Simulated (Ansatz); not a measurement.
# BCl2(OMe) (CH₃BCl₂O): geometry, orbitals and charge

Aim: characterise BCl2(OMe) (CH₃BCl₂O) as a singlet: its structure, frontier levels and distribution of charge.

The runs use Ansatz 0.2.0, Gaussian basis; RKS PBE0-D4/def2-TZVP.

Levels to be run: relaxation at B3LYP-D4/def2-SVP; a search for the lowest solution at PBE0-D4/def2-SVP; a single point at PBE0-D4/def2-TZVP; harmonic vibrations at B3LYP-D4/def2-SVP.

## (1) The system as given

8 atoms, charge 0, spin multiplicity 1.

Atoms are counted from 1 here; the program's logs count them from 0.

Bond lengths: B1–Cl2 1.753 Å, B1–Cl3 1.729 Å, B1–O4 1.320 Å, O4–C5 1.417 Å, C5–H6 1.090 Å, C5–H7 1.090 Å, C5–H8 1.091 Å. Angles: Cl2–B1–Cl3 119.6°, Cl2–B1–O4 123.3°, Cl3–B1–O4 117.1°, B1–O4–C5 127.7°, O4–C5–H6 107.7°, O4–C5–H7 107.9°, O4–C5–H8 111.3°, H6–C5–H7 109.6°, H6–C5–H8 110.3°, H7–C5–H8 110.0°.

The start is a GFN2-xTB geometry.

## (2) Relaxation at B3LYP-D4/def2-SVP

Contents of in.yaml:

```yaml
crystal:
  periodic: [false, false, false]
  atoms:
    - {symbol: B, position_ang: [0.327770, 1.051600, 0.692450]}
    - {symbol: Cl, position_ang: [2.039220, 0.678310, 0.630620]}
    - {symbol: Cl, position_ang: [-0.207630, 2.469780, 1.524760]}
    - {symbol: O, position_ang: [-0.598470, 0.300500, 0.125820]}
    - {symbol: C, position_ang: [-0.413010, -0.898650, -0.605840]}
    - {symbol: H, position_ang: [-0.919110, -0.782680, -1.564320]}
    - {symbol: H, position_ang: [-0.875350, -1.709810, -0.042990]}
    - {symbol: H, position_ang: [0.646570, -1.109050, -0.760510]}
basis:
  gaussian: {orbitals: def2-SVP}
hamiltonian: {xc: {name: B3LYP}, dispersion: d4}
scf: {omitted_lower_state_checks: [starts]}
output: {orbitals: {seedname: orbitals}}
relax: {f_tol: 0.02, max_steps: 100}
```

Launch:

```bash
$ ansatz run in.yaml --threads 4 --pin off --events-out ev --progress --plain --max-ram 3916MiB
```

The runs that follow: Searching for the lowest solution, PBE0-D4/def2-SVP; Single point, PBE0-D4/def2-TZVP; Harmonic vibrations.

**Question.** What will the summary of the whole plan be? Wanted: point group; commonest bond, hydrogen aside; HOMO, LUMO at PBE0-D4/def2-TZVP; dipole at B3LYP-D4/def2-SVP; lowest, highest wavenumber.

**Answer**, as computed:

| quantity | value |
| --- | --- |
| point group | C1 |
| commonest bond, hydrogen aside | B–Cl, 2 of mean length 1.771 Å |
| HOMO, LUMO at PBE0-D4/def2-TZVP | -8.91, -0.26 eV |
| dipole at B3LYP-D4/def2-SVP | 2.45 D |
| lowest, highest wavenumber | 37, 3142 cm⁻¹ |

**Reading.** The molecule keeps its bonding pattern by the stored test; the atoms moved 0.02 Å (rms). All wavenumbers are real: a minimum at this level. The point group is read from a loosely relaxed geometry; soft torsions can leave it below the true symmetry.
